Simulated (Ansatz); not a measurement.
# Al: one atom moved over a plane

This session takes Al and sets out to map the energy of atom 1 (Al) over a plane.

Computed with Ansatz 0.2.0 (DFT r2SCAN, scalar-relativistic, plane waves, PAW, unless a step's input says otherwise).

## 1. The starting structure

The structure is hexagonal, space group P6_3/mmc (No. 194). Conventional cell: a = 2.812 Å, b = 2.812 Å, c = 4.867 Å, α = 90.00°, β = 90.00°, γ = 120.00°. Al (site symmetry -6m2) is surrounded by 12 Al at 2.81 to 2.93 Å.

Structure file:

```cif
data_structure
_symmetry_space_group_name_H-M 'P6_3/mmc'
_symmetry_Int_Tables_number 194
_cell_length_a 2.8125
_cell_length_b 2.8125
_cell_length_c 4.8669
_cell_angle_alpha 90.000
_cell_angle_beta 90.000
_cell_angle_gamma 120.000
_cell_volume 33.34
loop_
_atom_site_label
_atom_site_type_symbol
_atom_site_symmetry_multiplicity
_atom_site_Wyckoff_symbol
_atom_site_fract_x
_atom_site_fract_y
_atom_site_fract_z
_atom_site_occupancy
Al1 Al 2 c 0.66667 0.33333 0.75000 1
```

It goes back to an entry of the Materials Project, which need not be the stable form.

No relaxation comes first: the listed cell is the starting point.

## 2. Zero of energy

The reference gives a free energy of -1080.7253 eV, pressure -2.97 GPa, largest force 0.000 eV/Å and gap on the mesh none (metal). It was computed beforehand with the settings of the runs below.

## 3. Next: one atom moved over a plane

Atom 1 (Al) is moved by p along (0.707, 0.707, 0.000) and q along (0.000, 0.000, 1.000) (Å), all else fixed; its images in the other cells move with it. Points alike by symmetry are run once.

## 4. At p = -0.300, q = -0.300

Contents of input.yaml:

```yaml
crystal:
  lattice:
    - [2.8124553515, 0.0, 0.0]
    - [-1.4062276757, 2.4356577814, 0.0]
    - [0.0, 0.0, 4.86685]
  atoms:
    - { symbol: Al, position: [0.5476935703, 0.2462389821, 0.6883584865] }
    - { symbol: Al, position: [0.3333333333, 0.6666666667, 0.25] }
basis:
  ecutwfc: 500
kpoints:
  mp_grid: { grid: [18, 18, 10] }
hamiltonian:
  xc: r2scan
scf:
  occupations: { method: gaussian, width: 0.15 }
output:
  forces: true
  stress: true
  eigenvalues: true
```

Run with:

```bash
$ ansatz run input.yaml --threads 1 --pin off --max-ram 2560MiB --backend cpu --events-out ev --progress --plain --runs-dir out
```

Further runs follow: At p = -0.300, q = 0.000; At p = 0.000, q = -0.300; p = 0.300, q = -0.300; point p = 0.300, q = 0.000; point p = -0.300, q = -0.150; point p = -0.150, q = -0.300; p = -0.150, q = 0.000; p = 0.000, q = -0.150; At p = 0.150, q = -0.300; At p = 0.150, q = 0.000; At p = 0.300, q = -0.150; At p = -0.150, q = -0.150; At p = 0.150, q = -0.150.

Q: Predict the outcome of this session. Wanted: highest point; lowest point away from the origin.

**Answer**, as computed:

| quantity | value |
| --- | --- |
| highest point | 0.260 eV/cell at (p, q) = (0.300, -0.300) |
| lowest point away from the origin | 0.009 eV/cell at (-0.150, 0.000) |

In words: The undisturbed cell is the lowest computed point. Read as harmonic, the points at ±0.150 Å give force constants of 0.90 eV/Å² along p and 4.05 eV/Å² along q: the atom moves more easily along p.
